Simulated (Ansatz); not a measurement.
# HfB (Fm-3m) in Ansatz: a series of runs

Aim: see how the results for HfB move with the level of theory and the settings. Levels: revPBE, BLYP. Tasks: band structure.

Everything below comes from runs of Ansatz 0.2.0. Logs are shortened: lines on timing, memory, paths and dates and some standing lists are left out, and cuts for length are marked.

**1. The crystal as given**

The structure is cubic, space group Fm-3m (No. 225). The conventional cell has a = 4.620 Å, b = 4.620 Å, c = 4.620 Å, α = 90.00°, β = 90.00°, γ = 90.00°. Hf (site symmetry m-3m) has 6 B at 2.31 Å as nearest neighbours. Around B (site symmetry m-3m) lie 6 Hf at 2.31 Å.

**2. Band structure, revPBE**

The input, input.yaml:

```yaml
crystal:
  lattice:
    - [0.0, 2.31, 2.31]
    - [2.31, 0.0, 2.31]
    - [2.31, 2.31, 0.0]
  atoms:
    - { symbol: Hf, position: [0.5, 0.5, 0.5] }
    - { symbol: B, position: [0.0, 0.0, 0.0] }
hamiltonian:
  xc: revpbe
  pseudopotentials: { kind: paw }
kpoints:
  mp_grid: { grid: [10, 10, 10] }
  band_path:
    path:
      - [[0.0, 0.0, 0.0], [0.5, 0.0, 0.5], [0.5, 0.25, 0.75], [0.375, 0.375, 0.75], [0.0, 0.0, 0.0], [0.5, 0.5, 0.5], [0.625, 0.25, 0.625], [0.5, 0.25, 0.75], [0.5, 0.5, 0.5], [0.375, 0.375, 0.75]]
      - [[0.625, 0.25, 0.625], [0.5, 0.0, 0.5]]
    npoints: 14
scf:
  occupations: { method: fermi_dirac, width: 0.05 }
  n_extra_bands: 6
output:
  forces: true
  stress: true
  eigenvalues: true
  fatbands: false
```

Potentials or basis: Ansatz PAW.

Started as:

```bash
$ ansatz run input.yaml --threads 2 --pin off --max-ram 5632MiB --backend cpu --events-out ev --progress --plain --runs-dir out
```

The program printed:

```text
Warning: RAYON_NUM_THREADS=2 ignored (pool sized by the plan → 2); use --threads N
scf.n_extra_bands = 6 over 15 filled bands (N_el = 29.0): the run solves 21 bands
Engine: ansatz 0.2.0, x86_64-unknown-linux-gnu
Pseudopotentials: kind: paw
Pseudopotential: Hf, paw, valence charge 26, recommended cutoff 420 eV (normal), Hf.paw.azcp
Pseudopotential: B, paw, valence charge 3, recommended cutoff 420 eV (normal), B.paw.azcp
Functional definition: revPBE
  parameter kappa = 1.245
  parameter beta = 0.06672455060314922
  exchange = pbe_x(kappa = kappa, mu = beta*pi^2/3)
  correlation = pbe_c(beta = beta)
Crystal: 2 atoms, lattice volume = 24.653 Å³
Basis set: ecut = 420 eV, 531 PW (Γ), exchange–correlation on 48×48×48 points (8 copies of the dense FFT grid, shifted against one another)
Bands: 21, of which v1, the nominal top of the filled ones, is band 15 counted from 1 (14 counted from 0)
Symmetry: 48 space group operations
Space group: Fm-3m (ITA 225), of the structure as read, at distance tolerance 2.9e-5 Å
k-points: 47 of 1000
Non-local potential: Hf, projectors of the file, l = 0: 3, l = 1: 2, l = 2: 2, l = 3: 3
Non-local potential: B, projectors of the file, l = 0: 2, l = 1: 2, l = 2: 1
PAW form: soft (Blöchl's): semilocal exchange-correlation on the pseudo side does not see the compensation charge
PAW frozen core: Hf, regenerated for the run's functional, and the local potential with it (the file was generated under x = pbe(κ = 0.804, μ = 0.2195149727645171), c = pbe(β = 0.06672455060314922))
PAW frozen core: B, regenerated for the run's functional, and the local potential with it (the file was generated under x = pbe(κ = 0.804, μ = 0.2195149727645171), c = pbe(β = 0.06672455060314922))
PAW one-centre angular grid: Hf, 590 points (default); XC on 64 Gauss nodes
PAW one-centre angular grid: B, 110 points (default); XC on 64 Gauss nodes
Initial density: superposition of atomic densities (neutral atoms: chi_scale 0, normalization atom), corrected by the library's trained network
Initial wavefunctions: pseudopotential atomic-orbital guess
Functional: x = revpbe(κ = 1.245, μ = 0.2195149727645171), c = pbe(β = 0.06672455060314922)
SCF iter   1: F=—  HF=-15887.388643 eV  |F-HF|=—  |Δ(HF+E_count)|=         —  Δρ=3.82e-3  dr2=2.80e-3  ethr=1.77e-3  ⟨swp⟩=5.4  Hψ=4275  notcnv=0  defer=10
preconditioner: auto → Kerker (q_TF=auto, 2.803 Å⁻¹)  [metal: Δε(μ)=0.046 eV  Ē_g=20.216 eV  σ=0.050 eV  W_gap=0.23  n_scr=14 (ndim 8)  ℏωp=38.9 eV  f_vac=0.000  D(μ)=1.34/eV (n_scr^D=14)]
SCF iter   2: F=—  HF=-15887.388337 eV  |F-HF|=—  |Δ(HF+E_count)|=   3.07e-4  Δρ=2.25e-3  dr2=9.57e-4  ethr=9.66e-6  ⟨swp⟩=2.3  Hψ=1727  notcnv=0  defer=21
SCF iter   3: F=—  HF=-15887.388457 eV  |F-HF|=—  |Δ(HF+E_count)|=   1.21e-4  Δρ=8.81e-4  dr2=1.34e-4  ethr=3.30e-6  ⟨swp⟩=2.0  Hψ=1427  notcnv=0  defer=21
SCF iter   4: F=—  HF=-15887.388313 eV  |F-HF|=—  |Δ(HF+E_count)|=   1.44e-4  Δρ=3.53e-4  dr2=2.91e-5  ethr=4.61e-7  ⟨swp⟩=2.1  Hψ=1615  notcnv=0  defer=21
SCF iter   5: F=—  HF=-15887.388310 eV  |F-HF|=—  |Δ(HF+E_count)|=   3.08e-6  Δρ=7.95e-5  dr2=8.86e-7  ethr=1.00e-7  ⟨swp⟩=2.2  Hψ=1459  notcnv=0  defer=21
SCF iter   6: F=—  HF=-15887.388308 eV  |F-HF|=—  |Δ(HF+E_count)|=   2.15e-6  Δρ=2.11e-5  dr2=3.26e-8  ethr=3.45e-10  ⟨swp⟩=7.9  Hψ=5727  notcnv=0
SCF iter   7: F=-15887.388308 eV  HF=-15887.388308 eV  |F-HF|=2.16e-8  |Δ(HF+E_count)|=   3.88e-8  Δρ=2.94e-6  dr2=9.24e-10  ethr=1.12e-10  ⟨swp⟩=5.0  Hψ=3403  notcnv=0
SCF 1 converged in 7 iterations: F = -15887.388308 eV  dr2 = 9.24e-10
NSCF: frozen V_eff on 142 k-points
SCF converged after 7 iterations
Free energy (F): -15887.388308 eV
Harris-Foulkes:  -15887.388308 eV  (|F-HF|=2.16e-8)
Internal energy: -15887.377315 eV  (E = F + TS)
E sigma→0 (E₀):  -15887.382811 eV
Entropy (-TS):   -0.010993 eV (-5.497 meV/atom)
Fermi energy:    19.725909 eV
--- Per-component energies (eV) ---
  E_band       = 122.859818
  E_kinetic    = 478.911036
  E_local      = -5011.822890  (includes V_loc(G=0)·N_el)
  E_nonlocal   = -1231.236956
  E_hartree    = 2389.518296
  E_xc         = -335.392362
  E_vxc        = -308.163571  (∫ρ·V_xc dr)
  E_paw        = -7017.918797  (= ΣΔE_a)
  E_vpaw       = 1416.133539  (= ΣTr[D̂ρ^β])
  E_aug_tail   = -0.000004  (compensation charges beyond the density's cutoff)
  E_ewald      = -5159.294563
  E_core_change = -0.141074  (= ΣΔE_core)
  E_smearing   = -0.010993  (= −TS)
  E_closure    = 0.000000  (closes the sum)
  Σ components = -15887.388308   (vs F -15887.388308, Δ=0.00e0)
--- Forces (eV/Å), atoms counted from 1 ---
  atom   1  Hf     0.00000000    -0.00000000     0.00000000
  atom   2  B     -0.00000000     0.00000000     0.00000000
  max |Σ_I F_I| component: 5.22e-29 eV/Å
--- Stress (GPa, compression-positive) ---
       32.471585       0.000000      -0.000000
       -0.000000      32.471585      -0.000000
        0.000000       0.000000      32.471585
  P = ⅓ Tr σ = 32.4716 GPa (324.716 kbar)
--- Band table (eV; the first three rows and the last of 47) ---
  k-point 0: bands = ["-40.1630", "-8.6582", "-8.6582", "-8.6582", "9.8598", "9.8598", "9.8598", "9.8604", "9.9513", "9.9513", "9.9513", "10.1360", "21.9225", "21.9225", "21.9225", "23.7756", "23.7756", "23.7756", "23.9283", "23.9283", "31.3964"]
  k-point 1: bands = ["-40.1587", "-8.7319", "-8.6656", "-8.6656", "9.8549", "9.8649", "9.8658", "9.8658", "9.9453", "9.9453", "9.9516", "10.4263", "21.0343", "21.5771", "21.5771", "22.6693", "22.6693", "24.2126", "25.9547", "25.9547", "32.1167"]
  k-point 2: bands = ["-40.1474", "-8.9200", "-8.6850", "-8.6850", "9.8477", "9.8772", "9.8816", "9.8816", "9.9304", "9.9304", "9.9523", "11.2322", "19.5185", "20.2887", "20.2887", "23.2431", "23.2431", "24.7012", "28.3287", "28.3287", "33.4072"]
  k-point 46: bands = ["-40.1025", "-9.1809", "-9.0569", "-8.9204", "9.8884", "9.8936", "9.8937", "9.9032", "9.9181", "9.9188", "9.9253", "13.9055", "18.3740", "18.4681", "18.7622", "24.3634", "26.1314", "27.6438", "27.6981", "30.7770", "35.5943"]
```

It took 1.2 s on 2 threads of Intel Xeon 6975P-C (Granite Rapids), shared host; peak memory 0.35 GiB.

What came out:

```
Free energy            : -15887.3883 eV
Pressure               : 32.5 GPa
Band gap on the k mesh : none (metal or under the smearing width)
```

Levels at the corners of the path, in eV from the Fermi level:
| point | band 11 | band 12 | band 13 | band 14 | band 15 | band 16 | band 17 | band 18 | band 19 | band 20 |
| --- | --- | --- | --- | --- | --- | --- | --- | --- | --- | --- |
| Γ | -9.77 | -9.59 | 2.20 | 2.20 | 2.20 | 4.05 | 4.05 | 4.05 | 4.20 | 4.20 |
| X | -9.80 | -6.77 | -1.10 | -0.94 | 2.42 | 2.42 | 6.22 | 7.90 | 7.90 | 9.45 |
| W | -9.80 | -5.68 | -1.33 | -1.33 | -1.27 | 5.54 | 5.54 | 7.92 | 8.03 | 11.17 |
| K | -9.80 | -5.88 | -2.16 | -1.20 | 0.30 | 3.15 | 6.86 | 8.03 | 9.98 | 10.03 |
| Γ | -9.77 | -9.59 | 2.20 | 2.20 | 2.20 | 4.05 | 4.05 | 4.05 | 4.20 | 4.20 |
| L | -9.77 | -5.02 | -4.06 | -1.38 | -1.38 | 6.53 | 6.53 | 7.60 | 8.48 | 13.96 |
| U | -9.80 | -5.88 | -2.16 | -1.20 | 0.30 | 3.15 | 6.86 | 8.03 | 9.98 | 10.03 |
| W | -9.80 | -5.68 | -1.33 | -1.33 | -1.27 | 5.54 | 5.54 | 7.92 | 8.03 | 11.17 |
| L | -9.77 | -5.02 | -4.06 | -1.38 | -1.38 | 6.53 | 6.53 | 7.60 | 8.48 | 13.96 |
| K | -9.80 | -5.88 | -2.16 | -1.20 | 0.30 | 3.15 | 6.86 | 8.03 | 9.98 | 10.03 |
| U | -9.80 | -5.88 | -2.16 | -1.20 | 0.30 | 3.15 | 6.86 | 8.03 | 9.98 | 10.03 |
| X | -9.80 | -6.77 | -1.10 | -0.94 | 2.42 | 2.42 | 6.22 | 7.90 | 7.90 | 9.45 |

Caveat: a pressure of tens of GPa on the cell as given is suspect, and the run, the potentials or the cell itself is likely at fault; spin-orbit coupling is left out, which moves the levels of the heavy elements; the PAW data sets come from PBE, with cores solved anew for the run's functional, which leaves a small shift of forces and pressure.

**3. Band structure, BLYP**

input.yaml, as its differences from that of step 2:

```diff
@@ -9,3 +9,3 @@
 hamiltonian:
-  xc: revpbe
+  xc: blyp
   pseudopotentials: { kind: paw }
```

Potentials or basis: Ansatz PAW.

Started as:

```bash
$ ansatz run input.yaml --threads 2 --pin off --max-ram 5632MiB --backend cpu --events-out ev --progress --plain --runs-dir out
```

Wall time 1.3 s (2 threads of Intel Xeon 6975P-C (Granite Rapids), shared host); peak memory 0.35 GiB.

Results (log left out):

```
Free energy            : -15901.7016 eV
Pressure               : 36.4 GPa
Band gap on the k mesh : none (metal or under the smearing width)
```

Levels at the corners of the path, in eV from the Fermi level:
| point | band 11 | band 12 | band 13 | band 14 | band 15 | band 16 | band 17 | band 18 | band 19 | band 20 |
| --- | --- | --- | --- | --- | --- | --- | --- | --- | --- | --- |
| Γ | -9.87 | -9.43 | 2.18 | 2.18 | 2.18 | 3.95 | 3.95 | 3.95 | 4.13 | 4.13 |
| X | -9.90 | -6.74 | -0.98 | -0.77 | 2.42 | 2.42 | 6.08 | 7.69 | 7.69 | 9.42 |
| W | -9.90 | -5.66 | -1.28 | -1.20 | -1.20 | 5.47 | 5.47 | 7.70 | 7.96 | 11.00 |
| K | -9.90 | -5.85 | -2.04 | -1.06 | 0.26 | 3.16 | 6.70 | 7.83 | 9.86 | 9.94 |
| Γ | -9.87 | -9.43 | 2.18 | 2.18 | 2.18 | 3.95 | 3.95 | 3.95 | 4.13 | 4.13 |
| L | -9.87 | -4.89 | -3.98 | -1.42 | -1.42 | 6.36 | 6.36 | 7.44 | 8.79 | 14.23 |
| U | -9.90 | -5.85 | -2.04 | -1.06 | 0.26 | 3.16 | 6.70 | 7.83 | 9.86 | 9.94 |
| W | -9.90 | -5.66 | -1.28 | -1.20 | -1.20 | 5.47 | 5.47 | 7.70 | 7.96 | 11.00 |
| L | -9.87 | -4.89 | -3.98 | -1.42 | -1.42 | 6.36 | 6.36 | 7.44 | 8.79 | 14.23 |
| K | -9.90 | -5.85 | -2.04 | -1.06 | 0.26 | 3.16 | 6.70 | 7.83 | 9.86 | 9.94 |
| U | -9.90 | -5.85 | -2.04 | -1.06 | 0.26 | 3.16 | 6.70 | 7.83 | 9.86 | 9.94 |
| X | -9.90 | -6.74 | -0.98 | -0.77 | 2.42 | 2.42 | 6.08 | 7.69 | 7.69 | 9.42 |

Caveat: a pressure of tens of GPa on the cell as given is suspect, and the run, the potentials or the cell itself is likely at fault; spin-orbit coupling is left out, which moves the levels of the heavy elements; the PAW data sets come from PBE, with cores solved anew for the run's functional, which leaves a small shift of forces and pressure.
